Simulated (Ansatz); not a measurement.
# FePt2: the cost of one run

Method: DFT PBE, scalar-relativistic, plane waves, PAW, unless a step names another level, in Ansatz 0.2.0.

1 further run of the same task is left out (it didn't finish). Runs told in other sessions of the task aren't counted.

## 1. The system as given

Symmetry: I4/mmm, No. 139, tetragonal system. The conventional cell has a = 2.756 Å, b = 2.756 Å, c = 11.509 Å, α = 90.00°, β = 90.00°, γ = 90.00°. Around Fe (site symmetry 4/mmm) lie 8 Pt at 2.66 Å and 4 Fe at 2.76 Å. Pt (site symmetry 4mm) is surrounded by 4 Fe at 2.66 Å and 8 Pt at 2.76 to 2.89 Å.

Structure file:

```cif
data_structure
_symmetry_space_group_name_H-M 'P 1'
_symmetry_Int_Tables_number 1
_cell_length_a 6.0757
_cell_length_b 6.0757
_cell_length_c 6.0757
_cell_angle_alpha 153.779
_cell_angle_beta 153.779
_cell_angle_gamma 37.420
_cell_volume 43.72
loop_
_atom_site_label
_atom_site_type_symbol
_atom_site_fract_x
_atom_site_fract_y
_atom_site_fract_z
_atom_site_occupancy
Fe1 Fe 0.50000 0.50000 0.00000 1
Pt1 Pt 0.84257 0.84257 0.00000 1
Pt2 Pt 0.15743 0.15743 0.00000 1
```

The cell was relaxed beforehand at this level, from a generated guess; it is a trial structure. At a tolerance of 0.05 Å it has space group I4/mmm (No. 139); it has 14.57 Å³/atom, an uncorrected energy of -0.22 eV/atom over the elements.

## 2. Static run: bands, density of states and charges

The input, input.yaml:

```yaml
crystal:
  lattice:
    - [-1.378121, 1.378121, 5.7546]
    - [1.378121, -1.378121, 5.7546]
    - [1.378121, 1.378121, -5.7546]
  atoms:
    - { symbol: Fe, position: [0.5, 0.5, 0.0], spin: 3.36 }
    - { symbol: Pt, position: [0.842565, 0.842565, 0.0], spin: 0.35 }
    - { symbol: Pt, position: [0.157435, 0.157435, 0.0], spin: 0.35 }
basis:
  ecutwfc: 420
kpoints:
  mp_grid: { grid: [24, 24, 24] }
  band_path:
    path:
      - [[0.0, 0.0, 0.0], [0.0, 0.0, 0.5], [0.25, 0.25, 0.25], [0.0, 0.5, 0.0], [0.0, 0.0, 0.0], [0.5, 0.5, -0.5], [0.26433786, 0.73566214, -0.26433786]]
      - [[-0.26433786, 0.26433786, 0.26433786], [0.0, 0.0, 0.0]]
      - [[0.0, 0.0, 0.5], [-0.02867573, 0.02867573, 0.5]]
      - [[0.5, 0.5, -0.02867573], [0.5, 0.5, -0.5]]
    npoints: 14
hamiltonian:
  xc: pbe
scf:
  occupations: { method: gaussian, width: 0.1 }
  n_extra_bands: 7
output:
  forces: true
  stress: true
  eigenvalues: true
  populations: true
  dos: { projected: true, de: 0.02, nscf_kmesh: { grid: [29, 29, 29] } }
  bader: true
magnetization:
  spin_polarized: true
checkpoint:
  read: start.run
  write: ck
  compress: false
  write_wavefunctions: false
  write_every: 100000
```

Launch:

```console
$ ansatz run input.yaml --threads 1 --pin off --max-ram 3072MiB --backend cpu --events-out ev --progress --plain --runs-dir out
```

**Question.** How long does this run take on 1 thread of Intel Xeon Platinum 8375C at 2.90GHz (Ice Lake), shared host, and how much memory does it need?

About 4.3 min, with a peak of 2.2 GiB.
